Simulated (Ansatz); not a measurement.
**AlF₃H₂Si: up Jacob's ladder to CCSD(T)**

Aim: compute AlF₃H₂Si with functionals from several rungs and with coupled cluster, and see how far each lands from CCSD(T) at the basis-set limit for the atomisation energy.

Program: Ansatz 0.2.0, Gaussian basis. Level of theory: functionals in def2-TZVPP, the program's frozen cores in correlated methods. These are calculated values, not measurements.

Levels to be run: LDA (SPW92), PBE-D4, revPBE-D4, BLYP-D4, r2SCAN-D4, B97M-V, PBE0-D4, B3LYP-D4, r2SCANh-D4, r2SCAN0-D4, HSE06-D4, BHLYP-D4, CAM-B3LYP-D4, LC-ωPBE, ωB97X-V, ωB97M-V, B2PLYP, PBE-QIDH; CCSD(T)/def2-SVP; CCSD(T)/def2-TZVPP; MP2/def2-QZVPP; extrapolation to the limit; RPA on PBE.

## Step 1: The geometry

The geometry comes from an earlier relaxation with PBE0-D4 in a triple-zeta def2 set; it is a stationary point, not always the lowest conformer.

7 atoms, charge 0, spin multiplicity 1.

Atoms are counted from 1 here; the program's logs count them from 0.

Bond lengths: F1–Si2 1.588 Å, Si2–F3 1.589 Å, Si2–F4 1.589 Å, Si2–Al5 2.466 Å, Al5–H6 1.581 Å, Al5–H7 1.582 Å. Angles: F1–Si2–F3 106.0°, F1–Si2–F4 106.0°, F1–Si2–Al5 114.0°, F3–Si2–F4 106.3°, F3–Si2–Al5 112.0°, F4–Si2–Al5 112.1°, Si2–Al5–H6 119.7°, Si2–Al5–H7 118.1°, H6–Al5–H7 122.2°.

## Step 2: LDA

This LDA is Slater exchange with PW92 correlation.

File in.yaml:

```yaml
crystal:
  periodic: [false, false, false]
  atoms:
    - {symbol: F, position_ang: [0.581583, -0.848635, 1.954292]}
    - {symbol: Si, position_ang: [0.480824, -0.822443, 0.370206]}
    - {symbol: F, position_ang: [-0.248779, -2.172429, -0.043452]}
    - {symbol: F, position_ang: [1.972902, -0.939812, -0.164322]}
    - {symbol: Al, position_ang: [-0.671255, 1.163893, -0.528128]}
    - {symbol: H, position_ang: [-1.237482, 2.257781, 0.463441]}
    - {symbol: H, position_ang: [-0.816592, 1.293647, -2.097735]}
basis:
  gaussian: {orbitals: def2-TZVPP}
hamiltonian: {xc: lda}
output: {orbitals: {seedname: orbitals}}
```

The run is started by

```sh
$ ansatz run in.yaml --threads 2 --pin off --events-out ev --progress --plain --max-ram 4352MiB
```

Further steps of the session: PBE-D4 (GGA); revPBE-D4 (GGA); BLYP-D4 (GGA); r2SCAN-D4 (meta-GGA); B97M-V (meta-GGA); B3LYP-D4 (hybrid); r2SCANh-D4 (hybrid); r2SCAN0-D4 (hybrid); HSE06-D4 (hybrid); BHLYP-D4 (hybrid); CAM-B3LYP-D4 (range-separated); LC-ωPBE (range-separated); ωB97X-V (range-separated); ωB97M-V (range-separated); B2PLYP (double hybrid); PBE-QIDH (double hybrid); CCSD(T) in def2-SVP; CCSD(T) in def2-TZVPP; MP2 in def2-QZVPP; RPA on PBE orbitals.

Q: Predict the results of all the runs planned. Wanted: atomisation energy, CCSD(T)/CBS; farthest beyond LDA; mean size of error, GGA; mean size of error, meta-GGA; mean size of error, hybrid; mean size of error, range-separated; mean size of error, double hybrid; gap, smallest and largest; T1 diagnostic.

**Answer**, as computed:

| quantity | value |
| --- | --- |
| atomisation energy, CCSD(T)/CBS | 2556.7 kJ/mol |
| functionals within 12.8 kJ/mol (0.5 %) | B97M-V, ωB97X-V |
| farthest beyond LDA | BHLYP-D4 (-124.6 kJ/mol) |
| mean size of error, GGA | 51.9 kJ/mol |
| mean size of error, meta-GGA | 11.1 kJ/mol |
| mean size of error, hybrid | 75.1 kJ/mol |
| mean size of error, range-separated | 19.2 kJ/mol |
| mean size of error, double hybrid | 57.8 kJ/mol |
| gap, smallest and largest | 3.73 eV (LDA (SPW92)), 10.59 eV (LC-ωPBE) |
| T1 diagnostic | 0.0124 |
| triples share of the correlation energy | 2.8 % |

What this shows: LDA overbinds by 314.9 kJ/mol (12 %). PBE-D4 misses by -19.1 kJ/mol. Double hybrids carry the basis error of their MP2 part in triple zeta, and no dispersion term here, so their miss is partly the set-up's. By mean error the best rung here is meta-GGA (11.1 kJ/mol) and the worst beyond LDA is hybrid (75.1 kJ/mol). The mean of the hybrids holds BHLYP, with half exact exchange. Misses under about 12.8 kJ/mol are within the doubt on the reference itself, which lacks core-valence correlation, relativity and higher excitations. Hartree-Fock recovers 75 % of the binding; the rest is correlation. CCSD(T) in def2-SVP is off by -246.2 kJ/mol, more than most functionals: a good method in a small basis is no reference. The gap grows from 3.7 to 10.6 eV across the functionals, mostly with the share of exact exchange.
